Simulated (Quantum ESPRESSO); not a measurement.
Input of a Quantum ESPRESSO 7.5 run:

The input pw.in:

```
&CONTROL
  calculation = 'scf'
  prefix = 'pwscf'
  outdir = './tmp'
  pseudo_dir = './pseudo'
  tprnfor = .true.
  tstress = .true.
  disk_io = 'low'
/
&SYSTEM
  ibrav = 0
  nat = 4
  ntyp = 1
  ecutwfc = 60
  nbnd = 33
  input_dft = 'vdw-df-ob86'
  occupations = 'tetrahedra_opt'
/
&ELECTRONS
  conv_thr = 8d-10
  electron_maxstep = 120
  mixing_beta = 0.5
/
ATOMIC_SPECIES
Hf   178.4900 Hf-sp.oncvpsp.upf
CELL_PARAMETERS bohr
  -6.0997678915   -0.0284884528   -0.0326755190
   0.0493434325   10.3239216040    0.0220349814
   2.9735131778   -5.1678451068   -9.5446273119
ATOMIC_POSITIONS bohr
Hf    -3.0818030072   -1.6752705280   -7.2078321392
Hf     0.0393019227    3.3455008994   -7.1767096565
Hf    -0.0185055655    6.8716746719   -2.3424216219
Hf    -3.0928158218    1.7132709942   -2.3835723764
K_POINTS automatic
9 6 5 1 1 1
```

The input pp_density.in:

```
&INPUTPP
  prefix = 'pwscf'
  outdir = './tmp'
  filplot = 'density.dat'
  plot_num = 0
/
&PLOT
  nfile = 1
  filepp(1) = 'density.dat'
  iflag = 3
  output_format = 6
  fileout = 'density.cube'
/
```

pp_potential.in

```
&INPUTPP
  prefix = 'pwscf'
  outdir = './tmp'
  filplot = 'potential.dat'
  plot_num = 11
/
&PLOT
  nfile = 1
  filepp(1) = 'potential.dat'
  iflag = 3
  output_format = 6
  fileout = 'potential.cube'
/
```

Contents of pp_elf.in:

```
&INPUTPP
  prefix = 'pwscf'
  outdir = './tmp'
  filplot = 'elf.dat'
  plot_num = 8
/
&PLOT
  nfile = 1
  filepp(1) = 'elf.dat'
  iflag = 3
  output_format = 6
  fileout = 'elf.cube'
/
```

Potentials or basis: SSSP 1.3 efficiency PBE.

Command:

```console
$ OMP_NUM_THREADS=1 pw.x -in pw.in > pw.out
$ OMP_NUM_THREADS=1 pp.x -in pp_density.in > pp_density.out
$ OMP_NUM_THREADS=1 pp.x -in pp_potential.in > pp_potential.out
$ OMP_NUM_THREADS=1 pp.x -in pp_elf.in > pp_elf.out
```

Q: Estimate the largest force.

A: 0.527 eV/Å.

Q: What does it give for the pressure?

A: -1.6 GPa.

Stress tensor (GPa, compression positive):
```
-3.10 -1.15 -0.57
-1.15  0.02 -0.27
-0.57 -0.27 -1.64
```

Caveat: the potentials were made for another functional, which shifts forces and pressure. The run has no spin-orbit coupling, so splittings on Hf are missing.
